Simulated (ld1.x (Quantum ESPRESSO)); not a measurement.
# In: generating and testing a PAW potential

Do these settings give a usable potential? It is generated, then checked for transferability, scattering, ghosts and hardness.

Program: ld1.x (Quantum ESPRESSO) 7.5. Reference atom: PBE, scalar-relativistic, spherical and spin-unpolarised. All values are calculated.

### Step 1. The design

Typed settings, in words:

```json
{
  "element": "indium (In, Z = 49)",
  "type": "PAW",
  "frozen core": "[Kr] 4d10",
  "valence charge": "3",
  "reference configuration": "5s2 5p1",
  "partial waves": "5s (bound): rcut 1.80, rcutus 2.40 bohr; 5s channel at 4.65 Ry: rcut 1.80, rcutus 2.40 bohr; 5p (bound): rcut 2.05, rcutus 2.35 bohr; 5p channel at 0.25 Ry: rcut 2.05, rcutus 2.35 bohr; 5d channel at 0.45 Ry: rcut 1.90, rcutus 2.15 bohr",
  "local potential": "all-electron potential smoothed inside 2.20 bohr (lloc = -1)",
  "core correction": "Bessel-smoothed model core, default radius (core density twice the valence density)",
  "augmentation charge": "PSQ, inside the norm-conserving radii"
}
```

### Step 2. Generation

The input, In.in:

```
 &input
   title='In', zed=49., rel=1, dft='PBE', iswitch=3,
   config='[Kr] 4d10 5s2 5p1 5d-2',
   nld=3, rlderiv=2.60, eminld=-3.0, emaxld=5.0, deld=0.02
 /
 &inputp
   pseudotype=3, lpaw=.true., tm=.true., lloc=-1, rcloc=2.20,
   nlcc=.true., new_core_ps=.true.,
   which_augfun='PSQ', rmatch_augfun_nc=.true.,
   file_pseudopw='In.UPF', file_wfcaegen='ae.wfc', file_wfcncgen='nc.wfc', file_beta='beta', file_chi='chi', file_wfcusgen='us.wfc'
 /
5
5S  1  0   2.00   0.00  1.80  2.40  0.0
5S  1  0   0.00   4.65  1.80  2.40  0.0
5P  2  1   1.00   0.00  2.05  2.35  0.0
5P  2  1   0.00   0.25  2.05  2.35  0.0
5D  3  2  -2.00   0.45  1.90  2.15  0.0
 &test
   configts(1)='5s2 5p1'
 /
```

Started as:

```bash
ld1.x < In.in > In.out
```

What the program wrote to In.out (without the banner and most projector matrices):

```text
     Program LD1 v.7.5

     !!!!!!!!!!!!!!!!!!! WARNING !!!!!!!!!!!!!!!!!!!!!!!
     Message from routine ld1_readin:
     US requires at least two energies per channel 5D
     !!!!!!!!!!!!!!!!!!!!!!!!!!!!!!!!!!!!!!!!!!!!!!!!!!!
     --------------------------- All-electron run ----------------------------

     In
     scalar relativistic calculation

     atomic number is 49.00
     dft =PBE   lsd =0 sic =0 latt =0  beta=0.20 tr2=1.0E-14
     Exchange-correlation= PBE
                           (   1   4   3   4   0   0   0)
     mesh =1241 r(mesh) = 100.30140 a.u. xmin = -7.00 dx = 0.01250
     1 Ry =  13.60569312 eV, c = 137.03599908

     n l     nl                  e(Ry)          e(Ha)          e(eV)
     1 0     1S 1( 2.00)     -2039.9100     -1019.9550    -27754.3892
     2 0     2S 1( 2.00)      -305.4337      -152.7169     -4155.6374
     2 1     2P 1( 6.00)      -274.1375      -137.0687     -3729.8300
     3 0     3S 1( 2.00)       -57.9587       -28.9793      -788.5681
     3 1     3P 1( 6.00)       -47.7106       -23.8553      -649.1352
     4 0     4S 1( 2.00)        -8.7948        -4.3974      -119.6592
     4 1     4P 1( 6.00)        -5.7424        -2.8712       -78.1300
     3 2     3D 1(10.00)       -31.8038       -15.9019      -432.7123
     4 2     4D 1(10.00)        -1.3688        -0.6844       -18.6233
     5 0     5S 1( 2.00)        -0.6035        -0.3017        -8.2110
     5 1     5P 1( 1.00)        -0.1851        -0.0926        -2.5185

     final scf error:  6.5E-15 reached in  26 iterations

     Etot =  -11763.278081 Ry,   -5881.639040 Ha, -160047.551690 eV

     Ekin =   12261.098761 Ry,    6130.549381 Ha,  166820.747093 eV
     Encl =  -28443.021702 Ry,  -14221.510851 Ha, -386987.024767 eV
     Eh   =    4737.642377 Ry,    2368.821188 Ha,   64458.908302 eV
     Exc  =    -318.997517 Ry,    -159.498758 Ha,   -4340.182318 eV

     normalization and overlap integrals

     s(1S/1S) =  1.000000  <r> =   0.0297  <r2> =    0.0012  r(max) =   0.0192
     s(2S/2S) =  1.000000  <r> =   0.1285  <r2> =    0.0195  r(max) =   0.1090
     s(2P/2P) =  1.000000  <r> =   0.1122  <r2> =    0.0154  r(max) =   0.0870
     s(3S/3S) =  1.000000  <r> =   0.3486  <r2> =    0.1390  r(max) =   0.3153
     s(3P/3P) =  1.000000  <r> =   0.3471  <r2> =    0.1399  r(max) =   0.3075
     s(4S/4S) =  1.000000  <r> =   0.8480  <r2> =    0.8143  r(max) =   0.7658
     s(4P/4P) =  1.000000  <r> =   0.9218  <r2> =    0.9725  r(max) =   0.8152
     s(3D/3D) =  1.000000  <r> =   0.3243  <r2> =    0.1250  r(max) =   0.2581
     s(4D/4D) =  1.000000  <r> =   1.1828  <r2> =    1.6828  r(max) =   0.9354
     s(5S/5S) =  1.000000  <r> =   2.6097  <r2> =    7.8334  r(max) =   2.1612
     s(5P/5P) =  1.000000  <r> =   3.7447  <r2> =   16.6771  r(max) =   2.8453

     ------------------------ End of All-electron run ------------------------

     --------------------- Generating PAW atomic setup --------------------

      Generating local potential from pseudized AE potential:
      Matching radius rcloc =   2.2000

      Local pseudo, rcloc= 2.188 Estimated cut-off energy=     5.18 Ry

      Computing core charge for nlcc:

       r > 1.96 : true rho core
      Core charge pseudized with two Bessel functions
      Integrated core pseudo-charge :  10.69
      Wfc-us  5S rcutus= 2.419  Estimated cut-off energy=     7.90 Ry
      Wfc-us  5S rcutus= 2.419  Estimated cut-off energy=    19.04 Ry
      Wfc-us  5P rcutus= 2.359  Estimated cut-off energy=    12.99 Ry
      Wfc-us  5P rcutus= 2.359  Estimated cut-off energy=    13.56 Ry
      Wfc-us  5D rcutus= 2.134  Estimated cut-off energy=    47.31 Ry

     Required augmentation: PSQ   radius:    2.400000
      Problem with multipole  3  1:  5  2 l3=  1     -0.0000236
      Problem with multipole  3  1:  5  2 l3=  3     -0.0000835
      Problem with multipole  4  1:  5  2 l3=  3     -0.0000306

     Q pseudized with Bessel functions
     Expected ecutrho=     116.6942 due to l1=  2   l2=  2

     Estimated PAW energy = -320.959461 Ryd

     The PAW screened D coefficients
     1.41169     0.71163     0.00000     0.00000     0.00000
     0.71163     0.78830     0.00000     0.00000     0.00000
     0.00000     0.00000     0.21969     0.27440     0.00000
     0.00000     0.00000     0.27440     0.34277     0.00000
     0.00000     0.00000     0.00000     0.00000    -7.51076

     The PAW descreened D coefficients (US)
     0.60872     0.48121     0.00000     0.00000     0.00000
     0.48121     0.90889     0.00000     0.00000     0.00000
     0.00000     0.00000     0.25331     0.30185     0.00000
     0.00000     0.00000     0.30185     0.35940     0.00000
     0.00000     0.00000     0.00000     0.00000   -12.79572

     ------------------- End of pseudopotential generation -------------------

     [... the all-electron block is printed once more ...]


     Computing logarithmic derivative in   2.59075
     Computing logarithmic derivative in   2.59075
     Computing the partial wave expansion
     R is outside the sphere for l=    0 j= 0.00
     R is outside the sphere for l=    0 j= 0.00
     R is outside the sphere for l=    1 j= 0.00
     R is outside the sphere for l=    1 j= 0.00
     R is outside the sphere for l=    2 j= 0.00

     ---------------------- Testing the pseudopotential ----------------------

     In
     scalar relativistic calculation

     atomic number is 49.00   valence charge is  3.00
     dft = SLA  PW   PBX  PBC   lsd =0 sic =0 latt =0  beta=0.20 tr2=1.0E-14
     mesh =1241 r(mesh) = 100.30140 xmin = -7.00 dx = 0.01250

     n l     nl             e AE (Ry)        e PS (Ry)    De AE-PS (Ry)
     1 0     5S   1( 2.00)       -0.60349       -0.60350        0.00000
     2 1     5P   1( 1.00)       -0.18511       -0.18511        0.00000

     eps = 1.2E-16  iter =  3

     Etot =  -11763.278081 Ry,   -5881.639040 Ha, -160047.551690 eV
     Etotps =  -320.959464 Ry,    -160.479732 Ha,   -4366.875967 eV

     Ekin =      10.902640 Ry,       5.451320 Ha,     148.337972 eV
     Encl =     -15.618058 Ry,      -7.809029 Ha,    -212.494506 eV
     Ehrt =       2.753470 Ry,       1.376735 Ha,      37.462871 eV
     Ecxc =    -318.997516 Ry,    -159.498758 Ha,   -4340.182305 eV
     (Ecc =     -13.835911 Ry,      -6.917955 Ha,    -188.247157 eV)

     ---------------------- End of pseudopotential test ----------------------
```

Run time: 1.6 s. Hardware: 1 thread of Neoverse-V2, shared host. (Generation and the later configuration tests together.)

All-electron and pseudo partial waves u(r) = r·R(r), from the program's wave files:

```
r (bohr)    5s AE   5s PS    5p AE   5p PS
   0.120  -0.0854  0.0648  -0.0229  0.0026
   0.240   0.2025  0.1289   0.1349  0.0103
   0.360   0.0857  0.1919   0.0582  0.0231
   0.480  -0.1595  0.2531  -0.0897  0.0405
   0.600  -0.3045  0.3120  -0.1905  0.0624
   0.720  -0.3127  0.3681  -0.2193  0.0882
   0.840  -0.2222  0.4209  -0.1900  0.1175
   0.960  -0.0816  0.4700  -0.1250  0.1498
   1.080   0.0732  0.5151  -0.0430  0.1843
   1.200   0.2204  0.5556   0.0436  0.2206
   1.320   0.3493  0.5915   0.1274  0.2578
   1.440   0.4558  0.6224   0.2044  0.2953
   1.560   0.5397  0.6482   0.2729  0.3324
   1.680   0.6025  0.6688   0.3323  0.3685
   1.800   0.6467  0.6840   0.3829  0.4028
   1.920   0.6751  0.6937   0.4252  0.4347
   2.040   0.6903  0.6981   0.4600  0.4636
   2.160   0.6947  0.6970   0.4880  0.4889
   2.280   0.6902  0.6906   0.5099  0.5100
   2.400   0.6789  0.6789   0.5265  0.5265
   2.520   0.6621  0.6621   0.5383  0.5383
   2.640   0.6412  0.6412   0.5460  0.5460
   2.760   0.6172  0.6172   0.5500  0.5500
   2.880   0.5912  0.5912   0.5510  0.5510
   3.000   0.5637  0.5637   0.5492  0.5492
   3.120   0.5354  0.5354   0.5451  0.5451
```

### Step 3. Configuration tests

The input, In.test.in:

```
 &input
   title='In', zed=49., rel=1, dft='PBE', iswitch=2,
   config='[Kr] 4d10 5s2 5p1 5d-2'
 /
 &test
   file_pseudo='In.UPF', nconf=8,
   configts(1)='5s2 5p1',
   configts(2)='5s2 5p0',
   configts(3)='5s1 5p0',
   configts(4)='5s2 5p0.5',
   configts(5)='5s1 5p1',
   configts(6)='5s2 5p1.3',
   configts(7)='5s1 5p2',
   configts(8)='5s0 5p3'
 /
```

Started as:

```bash
ld1.x < In.test.in > In.test.out
```

In.test.out, the pseudopotential blocks:

```text
     ---------------------- Testing the pseudopotential ----------------------

     In
     scalar relativistic calculation

     atomic number is 49.00   valence charge is  3.00
     dft =SLA  PW   PBX  PBC   lsd =0 sic =0 latt =0  beta=0.20 tr2=1.0E-14
     mesh =1241 r(mesh) = 100.30140 xmin = -7.00 dx = 0.01250

     n l     nl             e AE (Ry)        e PS (Ry)    De AE-PS (Ry)
     1 0     5S   1( 2.00)       -0.60349       -0.60350        0.00000
     2 1     5P   1( 1.00)       -0.18511       -0.18511        0.00000

     eps = 1.2E-16  iter =  3

     Etot =  -11763.278081 Ry,   -5881.639040 Ha, -160047.551690 eV
     Etotps =  -320.959464 Ry,    -160.479732 Ha,   -4366.875967 eV

     Ekin =      10.902640 Ry,       5.451320 Ha,     148.337972 eV
     Encl =     -15.618058 Ry,      -7.809029 Ha,    -212.494506 eV
     Ehrt =       2.753470 Ry,       1.376735 Ha,      37.462871 eV
     Ecxc =    -318.997516 Ry,    -159.498758 Ha,   -4340.182305 eV
     (Ecc =     -13.835911 Ry,      -6.917955 Ha,    -188.247157 eV)

     ---------------------- End of pseudopotential test ----------------------

     ---------------------- Testing the pseudopotential ----------------------

     In
     [...]
     n l     nl             e AE (Ry)        e PS (Ry)    De AE-PS (Ry)
     1 0     5S   1( 2.00)       -1.09694       -1.10243        0.00549  !
     2 1     5P   1( 0.00)       -0.61969       -0.62295        0.00326

     eps = 8.0E-16  iter =  9

     Etot =  -11762.883901 Ry,   -5881.441951 Ha, -160042.188603 eV
     Etotps =  -320.564049 Ry,    -160.282025 Ha,   -4361.496083 eV
     dEtot_ae =       0.394180 Ry
     dEtot_ps =       0.395414 Ry,   Delta E=      -0.001235 Ry

     [...]
     ---------------------- End of pseudopotential test ----------------------

     ---------------------- Testing the pseudopotential ----------------------

     In
     [...]
     n l     nl             e AE (Ry)        e PS (Ry)    De AE-PS (Ry)
     1 0     5S   1( 1.00)       -1.73982       -1.76868        0.02886  !
     2 1     5P   1( 0.00)       -1.19185       -1.21146        0.01961  !

     eps = 6.9E-17  iter =  7

     Etot =  -11761.470178 Ry,   -5880.735089 Ha, -160022.953921 eV
     Etotps =  -319.134071 Ry,    -159.567035 Ha,   -4342.040235 eV
     dEtot_ae =       1.807903 Ry
     dEtot_ps =       1.825393 Ry,   Delta E=      -0.017490 Ry

     [...]
     ---------------------- End of pseudopotential test ----------------------

     ---------------------- Testing the pseudopotential ----------------------

     In
     [...]
     n l     nl             e AE (Ry)        e PS (Ry)    De AE-PS (Ry)
     1 0     5S   1( 2.00)       -0.83741       -0.83914        0.00172
     2 1     5P   1( 0.50)       -0.39025       -0.39113        0.00088

     eps = 4.2E-15  iter = 11

     Etot =  -11763.135469 Ry,   -5881.567734 Ha, -160045.611355 eV
     Etotps =  -320.816640 Ry,    -160.408320 Ha,   -4364.932755 eV
     dEtot_ae =       0.142612 Ry
     dEtot_ps =       0.142823 Ry,   Delta E=      -0.000212 Ry

     [...]
     ---------------------- End of pseudopotential test ----------------------

     ---------------------- Testing the pseudopotential ----------------------

     In
     [...]
     n l     nl             e AE (Ry)        e PS (Ry)    De AE-PS (Ry)
     1 0     5S   1( 1.00)       -1.16920       -1.18094        0.01174  !
     2 1     5P   1( 1.00)       -0.67724       -0.68368        0.00644  !

     eps = 9.0E-15  iter =  9

     Etot =  -11762.399329 Ry,   -5881.199664 Ha, -160035.595654 eV
     Etotps =  -320.075668 Ry,    -160.037834 Ha,   -4354.851312 eV
     dEtot_ae =       0.878752 Ry
     dEtot_ps =       0.883796 Ry,   Delta E=      -0.005043 Ry

     [...]
     ---------------------- End of pseudopotential test ----------------------

     ---------------------- Testing the pseudopotential ----------------------

     In
     [...]
     n l     nl             e AE (Ry)        e PS (Ry)    De AE-PS (Ry)
     1 0     5S   1( 2.00)       -0.48053       -0.48020       -0.00033
     2 1     5P   1( 1.30)       -0.07809       -0.07799       -0.00009

     eps = 6.6E-15  iter =  7

     Etot =  -11763.317192 Ry,   -5881.658596 Ha, -160048.083822 eV
     Etotps =  -320.998557 Ry,    -160.499278 Ha,   -4367.407855 eV
     dEtot_ae =      -0.039111 Ry
     dEtot_ps =      -0.039093 Ry,   Delta E=      -0.000018 Ry

     [...]
     ---------------------- End of pseudopotential test ----------------------

     ---------------------- Testing the pseudopotential ----------------------

     In
     [...]
     n l     nl             e AE (Ry)        e PS (Ry)    De AE-PS (Ry)
     1 0     5S   1( 1.00)       -0.67620       -0.68052        0.00432
     2 1     5P   1( 2.00)       -0.23658       -0.23774        0.00117

     eps = 5.6E-15  iter = 10

     Etot =  -11762.848787 Ry,   -5881.424393 Ha, -160041.710847 eV
     Etotps =  -320.528527 Ry,    -160.264264 Ha,   -4361.012778 eV
     dEtot_ae =       0.429294 Ry
     dEtot_ps =       0.430936 Ry,   Delta E=      -0.001642 Ry

     [...]
     ---------------------- End of pseudopotential test ----------------------

     ---------------------- Testing the pseudopotential ----------------------

     In
     [...]
     n l     nl             e AE (Ry)        e PS (Ry)    De AE-PS (Ry)
     1 0     5S   1( 0.00)       -0.73951       -0.74820        0.00869  !
     2 1     5P   1( 3.00)       -0.28182       -0.28428        0.00246

     eps = 5.4E-16  iter = 10

     Etot =  -11762.399986 Ry,   -5881.199993 Ha, -160035.604596 eV
     Etotps =  -320.074976 Ry,    -160.037488 Ha,   -4354.841901 eV
     dEtot_ae =       0.878095 Ry
     dEtot_ps =       0.884488 Ry,   Delta E=      -0.006392 Ry

     [...]
     ---------------------- End of pseudopotential test ----------------------
```

The tests as a table, with energies relative to 5s2 5p1.

```csv
valence configuration,charge,ΔE all-electron (eV),error AE − PS (meV)
5s2 5p0,+1,5.363,-17
5s1 5p0,+2,24.598,-238
5s2 5p0.5,+0.5,1.940,-2.9
5s1 5p1,+1,11.956,-69
5s2 5p1.3,-0.3,-0.532,-0.2
5s1 5p2,0,5.841,-22
5s0 5p3,0,11.947,-87
```

### Step 4. Scattering by logarithmic derivatives

Taken from the files of the generation run. The phase is arctan(r·u′/u) with u = r·R, unwrapped, with energies in Ry. A pole is an energy at which the radial function vanishes at the test radius. The pseudo phase is shifted by a multiple of π to meet the all-electron one at the reference energy. Levels narrower than the energy grid can be missing from the poles. The last column is the largest difference on the grid between −1 and +1 Ry.

```tsv
channel	radius (bohr)	reference (Ry)	poles AE	poles PS	window around the reference with phases within 0.05 rad (Ry)	largest difference near zero (rad)
s	2.59	-0.60	1.09	1.09	the whole range	0.000
p	2.59	-0.19	2.36	2.32	below 3.7	0.000
d	2.59	0.45	-1.25, 4.69	-0.48	-0.2 to 1.0	2.826
```

Phases (rad) along the scan:

```
E (Ry)    d AE    d PS    s AE    s PS
 -3.00   1.339   1.344   1.284   1.284
 -2.52   1.310   1.324   1.236   1.236
 -2.04   1.252   1.296   1.157   1.156
 -1.56   0.862   1.256   0.997   0.996
 -1.08  -1.703   1.173   0.548   0.547
 -0.60  -1.823  -0.529  -0.610  -0.610
 -0.12  -1.904  -1.868  -1.229  -1.229
  0.36  -2.010  -2.010  -1.434  -1.435
  0.84  -2.202  -2.184  -1.535  -1.535
  1.32  -2.651  -2.497  -1.599  -1.599
  1.80  -3.567  -3.088  -1.650  -1.650
  2.28  -4.180  -3.756  -1.697  -1.698
  2.76  -4.426  -4.139  -1.749  -1.749
  3.24  -4.548  -4.333  -1.815  -1.815
  3.72  -4.621  -4.443  -1.914  -1.915
  4.20  -4.672  -4.513  -2.099  -2.100
  4.68  -4.712  -4.561  -2.555  -2.555
```

### Step 5. Plane-wave convergence, by spherical Bessel functions

A separate test, outside the generator: the pseudo-atom's Hamiltonian at the reference potential is diagonalised in spherical Bessel functions j_l(qr) that vanish at 20 bohr, with q² up to the cutoff.

All-electron valence levels (Ry): 5s -0.6035, 5p -0.1851. The lowest levels of each channel (Ry) by cutoff; the last column sums, over occupied levels, occupation times the distance from the level at 400 Ry. A positive value at high cutoff is not a bound level.

```
cutoff (Ry)     s #1     p #1     d #1    f #1  Σ f·Δε (mRy)
          6  -0.6036  -0.1851   0.0367  0.0989           0.8
          8  -0.6038  -0.1852   0.0354  0.0989           0.4
         10  -0.6038  -0.1853   0.0347  0.0989           0.3
        400  -0.6039  -0.1854  -0.5647  0.0989           0.0
```

The sum stays within 10 mRy from 6 Ry or less and within 1 mRy from 6 Ry or less. The sum leaves out empty levels, which can need more. Ghost test: ghost state, bound below the all-electron valence or empty levels of the same l: d at -7.7 eV.

### Step 6. Outcome

```
                                                quantity                          value
               cutoffs for 10 and 1 mRy, occupied levels  6 Ry or less and 6 Ry or less
                                            bound ghosts                  d at -7.68 eV
                            largest test error (AE − PS)          -238 meV, for 5s1 5p0
largest phase difference near zero energy, channels read                      2.826 rad
         lowest eigenvalue of the overlap (Bessel basis)                      0.010 (d)
               density cutoff estimated by the generator                         117 Ry
```

What this shows: It has a bound ghost (d), a state that the atom doesn't have, and that rules the file out. By total energies transferability is poor: the largest error is 238 meV on 24.6 eV, for 5s1 5p0. By its cutoff, 6 Ry or less for the looser tolerance, it is soft on the atom at that tolerance. Of the channels read, d scatters worst near zero energy, by up to 2.83 rad. A step near π is an extra or missing state, not a misfit of shape. The pseudo curves have a pole with no partner nearby in the atom's: d at -0.48 Ry. These are tests on the free atom; a crystal test is still owed.
